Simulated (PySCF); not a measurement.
**A gas-phase reaction: H4OSi + F2 → FH3OSi + FH**

Aim: the reaction energy of `O[SiH3]` + `FF` → `O[SiH2]F` + `F`.

Programs: PySCF 2.14.0. All values are calculated, for the isolated system unless a continuum is named. Atoms count from 0, parts from 1.

### Step 1. The system as given

Each species was relaxed by itself at PBE0-D3(BJ)/def2-SVPD.

### Step 2. Reaction energy: wB97M-D3(BJ)/def2-TZVPD

What the job is given:

```
{"job": {"kind": "react", "xc": "wB97M-D3(BJ)", "basis": "def2-TZVPD"}, "charge": 0, "multiplicity": 1}
-1 H4OSi charge 0 multiplicity 1
O      1.192430    -0.115560     0.469020
Si    -0.420270     0.035940     0.030170
H      1.844310    -0.204900    -0.229120
H     -0.886220    -1.159530    -0.735970
H     -0.639380     1.253300    -0.808340
H     -1.170210     0.150840     1.308480

-1 F2 charge 0 multiplicity 1
F      0.688650     0.018300    -0.012210
F     -0.688650    -0.018300     0.012210

+1 FH3OSi charge 0 multiplicity 1
O      0.224380    -1.137300    -0.539830
Si    -0.158890     0.233010     0.307120
F     -1.021510     1.262380    -0.626900
H      0.883640    -1.091950    -1.236050
H     -1.027060    -0.197020     1.424240
H      1.056740     0.983620     0.714970

+1 FH charge 0 multiplicity 1
F      0.459500     0.011060    -0.020630
H     -0.459500    -0.011060     0.020630
```

With the program's defaults for keys left out, this is: wB97M-D3(BJ)/def2-TZVPD reaction energy of separated species, gas phase.

Launch:

```sh
$ OMP_NUM_THREADS=1 python cluster_run.py task.json out
```

One launch serves the whole session: the jobs run in the order shown.

Log:

```text
species 1 (H4OSi)
coarse grid: 21480 points
cycle   1  E = -367.1688011376  dE = -1.047e-01  |g| = 6.541e-01  |ddm| = 1.653e+00
cycle   2  E = -367.1468256205  dE =  2.198e-02  |g| = 7.799e-01  |ddm| = 6.949e-01
cycle   3  E = -367.2484925921  dE = -1.017e-01  |g| = 3.328e-02  |ddm| = 3.547e-01
cycle   4  E = -367.2487582726  dE = -2.657e-04  |g| = 9.089e-03  |ddm| = 3.781e-02
cycle   5  E = -367.2487796947  dE = -2.142e-05  |g| = 1.522e-03  |ddm| = 1.273e-02
cycle   6  E = -367.2487805289  dE = -8.342e-07  |g| = 3.488e-04  |ddm| = 2.906e-03
final grid: 44624 points
cycle   7  E = -367.2487557822  dE = -7.535e-08  |g| = 1.259e-04  |ddm| = 1.715e-03
cycle   8  E = -367.2487557890  dE = -6.822e-09  |g| = 5.416e-05  |ddm| = 2.887e-04
cycle   9  E = -367.2487557898  dE = -8.185e-10  |g| = 1.938e-05  |ddm| = 6.057e-05
converged SCF energy = -367.2487557898

species 2 (F2)
coarse grid: 10600 points
cycle   1  E = -199.6113014890  dE =  1.195e-02  |g| = 3.458e-01  |ddm| = 1.052e+00
cycle   2  E = -199.6264080021  dE = -1.511e-02  |g| = 1.647e-01  |ddm| = 1.842e-01
cycle   3  E = -199.6293661401  dE = -2.958e-03  |g| = 2.217e-02  |ddm| = 5.435e-02
cycle   4  E = -199.6294277211  dE = -6.158e-05  |g| = 8.600e-03  |ddm| = 1.161e-02
cycle   5  E = -199.6294385711  dE = -1.085e-05  |g| = 7.501e-04  |ddm| = 4.105e-03
cycle   6  E = -199.6294387094  dE = -1.383e-07  |g| = 3.049e-05  |ddm| = 6.348e-04
final grid: 23208 points
cycle   7  E = -199.6294278394  dE = -2.208e-09  |g| = 2.066e-05  |ddm| = 1.245e-04
cycle   8  E = -199.6294278395  dE = -7.276e-11  |g| = 1.074e-05  |ddm| = 1.693e-05
converged SCF energy = -199.6294278395

species 3 (FH3OSi)
coarse grid: 24312 points
cycle   1  E = -466.5180400833  dE =  6.560e-02  |g| = 8.107e-01  |ddm| = 1.742e+00
cycle   2  E = -466.4982464899  dE =  1.979e-02  |g| = 9.507e-01  |ddm| = 8.432e-01
cycle   3  E = -466.6345707182  dE = -1.363e-01  |g| = 3.360e-02  |ddm| = 4.225e-01
cycle   4  E = -466.6348390324  dE = -2.683e-04  |g| = 9.825e-03  |ddm| = 4.634e-02
cycle   5  E = -466.6348641454  dE = -2.511e-05  |g| = 1.936e-03  |ddm| = 1.367e-02
cycle   6  E = -466.6348650682  dE = -9.227e-07  |g| = 9.513e-04  |ddm| = 3.317e-03
final grid: 50856 points
cycle   7  E = -466.6348286176  dE = -8.553e-08  |g| = 1.134e-03  |ddm| = 1.454e-03
cycle   8  E = -466.6348285514  dE =  6.622e-08  |g| = 1.347e-03  |ddm| = 1.017e-03
cycle   9  E = -466.6348288016  dE = -2.502e-07  |g| = 2.665e-05  |ddm| = 5.194e-04
cycle  10  E = -466.6348288020  dE = -3.324e-10  |g| = 1.229e-05  |ddm| = 4.430e-05
converged SCF energy = -466.6348288020

species 4 (FH)
coarse grid: 7776 points
cycle   1  E = -100.4688168286  dE = -9.408e-02  |g| = 4.644e-01  |ddm| = 6.197e-01
cycle   2  E = -100.4724978018  dE = -3.681e-03  |g| = 5.038e-01  |ddm| = 3.808e-01
cycle   3  E = -100.5053115870  dE = -3.281e-02  |g| = 2.574e-02  |ddm| = 1.678e-01
cycle   4  E = -100.5053875652  dE = -7.598e-05  |g| = 5.006e-03  |ddm| = 1.077e-02
cycle   5  E = -100.5053922064  dE = -4.641e-06  |g| = 4.334e-04  |ddm| = 3.766e-03
final grid: 16976 points
cycle   6  E = -100.5053936106  dE = -6.401e-08  |g| = 1.063e-04  |ddm| = 8.219e-04
cycle   7  E = -100.5053936141  dE = -3.446e-09  |g| = 8.130e-05  |ddm| = 2.180e-04
cycle   8  E = -100.5053936149  dE = -8.646e-10  |g| = 2.053e-05  |ddm| = 3.742e-05
converged SCF energy = -100.5053936149

Reaction energy = -164.457 kcal/mol
```

It took 17 s on 1 thread of Arm Neoverse N1, shared host; peak memory 0.55 GiB.

Species by species (with the dispersion term, which the log's SCF energies lack):

```
 ν   species  energy (Eh)  HOMO (eV)
-1   O[SiH3]   -367.25264     -11.19
-1        FF   -199.62975     -14.36
+1  O[SiH2]F   -466.63884     -11.86
+1         F   -100.50563     -14.54
```

### Step 3. Energies of the species: PBE0-D3(BJ)/def2-TZVPD

Same as in step 2 but for these lines:

```diff
@@ -1,2 +1,2 @@
-{"job": {"kind": "react", "xc": "wB97M-D3(BJ)", "basis": "def2-TZVPD"}, "charge": 0, "multiplicity": 1}
+{"job": {"kind": "react", "xc": "PBE0", "basis": "def2-TZVPD", "disp": "d3bj"}, "charge": 0, "multiplicity": 1}
 -1 H4OSi charge 0 multiplicity 1
```

With the program's defaults for keys left out, this is: PBE0-D3(BJ)/def2-TZVPD reaction energy of separated species, gas phase.

Log:

```text
species 1 (H4OSi)
coarse grid: 5192 points
cycle   1  E = -366.9023285402  dE = -4.125e-02  |g| = 7.017e-01  |ddm| = 1.660e+00
cycle   2  E = -366.7141368545  dE =  1.882e-01  |g| = 1.212e+00  |ddm| = 9.233e-01
cycle   3  E = -366.9885927770  dE = -2.745e-01  |g| = 5.293e-02  |ddm| = 6.173e-01
cycle   4  E = -366.9891929109  dE = -6.001e-04  |g| = 1.057e-02  |ddm| = 4.177e-02
cycle   5  E = -366.9892108552  dE = -1.794e-05  |g| = 1.262e-03  |ddm| = 7.488e-03
cycle   6  E = -366.9892112875  dE = -4.323e-07  |g| = 2.325e-04  |ddm| = 1.537e-03
final grid: 44624 points
cycle   7  E = -366.9884011729  dE = -1.183e-05  |g| = 3.403e-03  |ddm| = 1.212e-02
cycle   8  E = -366.9883984740  dE =  2.699e-06  |g| = 5.137e-03  |ddm| = 3.927e-03
cycle   9  E = -366.9884029391  dE = -4.465e-06  |g| = 3.014e-04  |ddm| = 2.473e-03
cycle  10  E = -366.9884029536  dE = -1.450e-08  |g| = 4.413e-05  |ddm| = 1.886e-04
cycle  11  E = -366.9884029539  dE = -2.908e-10  |g| = 6.352e-06  |ddm| = 3.524e-05
converged SCF energy = -366.9884029539

species 2 (F2)
coarse grid: 2176 points
cycle   1  E = -199.3949407666  dE =  9.182e-02  |g| = 2.764e-01  |ddm| = 1.051e+00
cycle   2  E = -199.4014701566  dE = -6.529e-03  |g| = 1.374e-01  |ddm| = 1.363e-01
cycle   3  E = -199.4037853305  dE = -2.315e-03  |g| = 2.290e-02  |ddm| = 5.059e-02
cycle   4  E = -199.4038483412  dE = -6.301e-05  |g| = 8.080e-03  |ddm| = 1.132e-02
cycle   5  E = -199.4038565468  dE = -8.206e-06  |g| = 1.817e-04  |ddm| = 3.279e-03
final grid: 23208 points
cycle   6  E = -199.4096321243  dE = -7.831e-06  |g| = 1.273e-03  |ddm| = 8.098e-03
cycle   7  E = -199.4096321779  dE = -5.362e-08  |g| = 1.040e-03  |ddm| = 8.907e-04
cycle   8  E = -199.4096323159  dE = -1.381e-07  |g| = 7.450e-05  |ddm| = 4.293e-04
cycle   9  E = -199.4096323166  dE = -7.118e-10  |g| = 1.971e-05  |ddm| = 3.172e-05
converged SCF energy = -199.4096323166

species 3 (FH3OSi)
coarse grid: 5656 points
cycle   1  E = -466.1390934234  dE =  1.354e-01  |g| = 8.524e-01  |ddm| = 1.801e+00
cycle   2  E = -465.9287611005  dE =  2.103e-01  |g| = 1.398e+00  |ddm| = 1.091e+00
cycle   3  E = -466.2597977514  dE = -3.310e-01  |g| = 5.200e-02  |ddm| = 7.015e-01
cycle   4  E = -466.2601315355  dE = -3.338e-04  |g| = 3.834e-02  |ddm| = 4.921e-02
cycle   5  E = -466.2603463436  dE = -2.148e-04  |g| = 9.170e-03  |ddm| = 2.019e-02
cycle   6  E = -466.2603587938  dE = -1.245e-05  |g| = 8.968e-04  |ddm| = 4.751e-03
cycle   7  E = -466.2603589643  dE = -1.705e-07  |g| = 1.316e-04  |ddm| = 8.473e-04
final grid: 50856 points
cycle   8  E = -466.2625687106  dE = -2.317e-05  |g| = 4.101e-03  |ddm| = 1.623e-02
cycle   9  E = -466.2625647090  dE =  4.002e-06  |g| = 6.318e-03  |ddm| = 4.715e-03
cycle  10  E = -466.2625712154  dE = -6.506e-06  |g| = 3.092e-04  |ddm| = 3.016e-03
cycle  11  E = -466.2625712294  dE = -1.403e-08  |g| = 5.720e-05  |ddm| = 1.924e-04
cycle  12  E = -466.2625712298  dE = -3.852e-10  |g| = 2.020e-05  |ddm| = 4.787e-05
converged SCF energy = -466.2625712298

species 4 (FH)
coarse grid: 1712 points
cycle   1  E = -100.3541218903  dE = -3.605e-02  |g| = 4.957e-01  |ddm| = 6.253e-01
cycle   2  E = -100.3146030264  dE =  3.952e-02  |g| = 7.430e-01  |ddm| = 5.125e-01
cycle   3  E = -100.3938456308  dE = -7.924e-02  |g| = 2.284e-02  |ddm| = 2.892e-01
cycle   4  E = -100.3939211907  dE = -7.556e-05  |g| = 4.205e-03  |ddm| = 9.787e-03
cycle   5  E = -100.3939231746  dE = -1.984e-06  |g| = 3.556e-04  |ddm| = 1.247e-03
final grid: 16976 points
cycle   6  E = -100.3948397125  dE = -1.857e-05  |g| = 3.997e-03  |ddm| = 7.522e-03
cycle   7  E = -100.3948377872  dE =  1.925e-06  |g| = 5.498e-03  |ddm| = 3.353e-03
cycle   8  E = -100.3948418763  dE = -4.089e-06  |g| = 9.912e-05  |ddm| = 2.013e-03
cycle   9  E = -100.3948418775  dE = -1.274e-09  |g| = 1.776e-05  |ddm| = 3.918e-05
cycle  10  E = -100.3948418776  dE = -4.758e-11  |g| = 3.059e-06  |ddm| = 1.025e-05
converged SCF energy = -100.3948418776

Reaction energy = -162.815 kcal/mol
```

Run time: 8.1 s. Hardware: 1 thread of Arm Neoverse N1, shared host; peak memory 0.53 GiB.

Reaction energy at this level: -162.8 kcal/mol.

### Step 4. Energies of the species: MP2/def2-TZVPD

Same as in step 3 but for these lines:

```diff
@@ -1,2 +1,2 @@
-{"job": {"kind": "react", "xc": "PBE0", "basis": "def2-TZVPD", "disp": "d3bj"}, "charge": 0, "multiplicity": 1}
+{"job": {"kind": "react", "xc": "MP2", "basis": "def2-TZVPD"}, "charge": 0, "multiplicity": 1}
 -1 H4OSi charge 0 multiplicity 1
```

With the program's defaults for keys left out, this is: MP2/def2-TZVPD reaction energy of separated species, gas phase.

Log:

```text
species 1 (H4OSi)
final grid: 44624 points
cycle   1  E = -366.1490645634  dE = -2.082e-01  |g| = 5.094e-01  |ddm| = 1.609e+00
cycle   2  E = -366.1899506955  dE = -4.089e-02  |g| = 3.206e-01  |ddm| = 4.181e-01
cycle   3  E = -366.2073449624  dE = -1.739e-02  |g| = 4.203e-02  |ddm| = 1.600e-01
cycle   4  E = -366.2079604332  dE = -6.155e-04  |g| = 7.725e-03  |ddm| = 4.690e-02
cycle   5  E = -366.2079876512  dE = -2.722e-05  |g| = 1.419e-03  |ddm| = 1.248e-02
cycle   6  E = -366.2079888893  dE = -1.238e-06  |g| = 3.823e-04  |ddm| = 2.860e-03
cycle   7  E = -366.2079889882  dE = -9.892e-08  |g| = 9.915e-05  |ddm| = 6.815e-04
cycle   8  E = -366.2079889950  dE = -6.842e-09  |g| = 2.234e-05  |ddm| = 2.090e-04
cycle   9  E = -366.2079889954  dE = -3.322e-10  |g| = 4.458e-06  |ddm| = 4.976e-05
converged SCF energy = -366.2079889954

species 2 (F2)
final grid: 23208 points
cycle   1  E = -198.7437221483  dE = -9.861e-02  |g| = 3.997e-01  |ddm| = 1.051e+00
cycle   2  E = -198.7662955544  dE = -2.257e-02  |g| = 1.393e-01  |ddm| = 1.852e-01
cycle   3  E = -198.7684701155  dE = -2.175e-03  |g| = 2.171e-02  |ddm| = 5.087e-02
cycle   4  E = -198.7685853432  dE = -1.152e-04  |g| = 5.686e-03  |ddm| = 1.383e-02
cycle   5  E = -198.7685928844  dE = -7.541e-06  |g| = 9.806e-04  |ddm| = 3.640e-03
cycle   6  E = -198.7685931634  dE = -2.790e-07  |g| = 1.391e-04  |ddm| = 7.865e-04
cycle   7  E = -198.7685931678  dE = -4.444e-09  |g| = 1.112e-05  |ddm| = 1.118e-04
cycle   8  E = -198.7685931679  dE = -3.357e-11  |g| = 1.257e-06  |ddm| = 1.187e-05
converged SCF energy = -198.7685931679

species 3 (FH3OSi)
final grid: 50856 points
cycle   1  E = -465.1045793523  dE = -6.364e-02  |g| = 6.554e-01  |ddm| = 1.704e+00
cycle   2  E = -465.1646130505  dE = -6.003e-02  |g| = 4.126e-01  |ddm| = 5.104e-01
cycle   3  E = -465.1899121829  dE = -2.530e-02  |g| = 4.231e-02  |ddm| = 1.973e-01
cycle   4  E = -465.1905025179  dE = -5.903e-04  |g| = 8.596e-03  |ddm| = 5.634e-02
cycle   5  E = -465.1905296996  dE = -2.718e-05  |g| = 1.871e-03  |ddm| = 1.414e-02
cycle   6  E = -465.1905309488  dE = -1.249e-06  |g| = 7.478e-04  |ddm| = 2.950e-03
cycle   7  E = -465.1905311116  dE = -1.628e-07  |g| = 2.600e-04  |ddm| = 7.416e-04
cycle   8  E = -465.1905311376  dE = -2.600e-08  |g| = 5.919e-05  |ddm| = 2.904e-04
cycle   9  E = -465.1905311397  dE = -2.113e-09  |g| = 1.165e-05  |ddm| = 1.047e-04
cycle  10  E = -465.1905311398  dE = -7.799e-11  |g| = 2.377e-06  |ddm| = 2.188e-05
converged SCF energy = -465.1905311398

species 4 (FH)
final grid: 16976 points
cycle   1  E = -100.0371197141  dE = -1.649e-01  |g| = 4.007e-01  |ddm| = 6.032e-01
cycle   2  E = -100.0578874801  dE = -2.077e-02  |g| = 2.336e-01  |ddm| = 2.533e-01
cycle   3  E = -100.0646339433  dE = -6.746e-03  |g| = 2.356e-02  |ddm| = 8.091e-02
cycle   4  E = -100.0647513740  dE = -1.174e-04  |g| = 6.199e-03  |ddm| = 1.253e-02
cycle   5  E = -100.0647670865  dE = -1.571e-05  |g| = 1.459e-03  |ddm| = 5.122e-03
cycle   6  E = -100.0647683595  dE = -1.273e-06  |g| = 2.290e-04  |ddm| = 1.848e-03
cycle   7  E = -100.0647683939  dE = -3.438e-08  |g| = 1.958e-05  |ddm| = 4.211e-04
cycle   8  E = -100.0647683940  dE = -1.853e-10  |g| = 2.360e-06  |ddm| = 2.495e-05
converged SCF energy = -100.0647683940

Reaction energy = -174.000 kcal/mol
```

Run time: 3.5 s. Hardware: 1 thread of Arm Neoverse N1, shared host; peak memory 0.38 GiB.

Reaction energy at this level: -174.0 kcal/mol.

### Step 5. Side by side

Energies in kcal/mol, with wall time:

| run | reaction | time |
| --- | --- | --- |
| wB97M-D3(BJ)/def2-TZVPD | -164.5 | 17 s |
| PBE0-D3(BJ)/def2-TZVPD | -162.8 | 8.1 s |
| MP2/def2-TZVPD | -174.0 | 3.5 s |

### Step 6. What came out

| quantity | value |
| --- | --- |
| reaction energy (wB97M-D3(BJ)/def2-TZVPD) | -164.5 kcal/mol |
| ΔH, ΔG at 298 K (xTB thermal terms) | -162.7, -162.4 kcal/mol |
| range of the reaction energy over the runs of this table | -174.0 to -162.8 kcal/mol |

The reaction is exothermic by 162.7 kcal/mol in the gas phase; dispersion gives -0.03, and xTB itself gave -123.5 for the electronic energy (xTB energies and thermal terms come from the earlier relaxation of each species, not shown). No barrier was sought. xTB and this level differ widely in the electronic energy, so what comes from xTB (the thermal terms above all) is less safe here. The reaction energy runs from -174.0 (MP2/def2-TZVPD) to -162.8 kcal/mol (PBE0-D3(BJ)/def2-TZVPD).
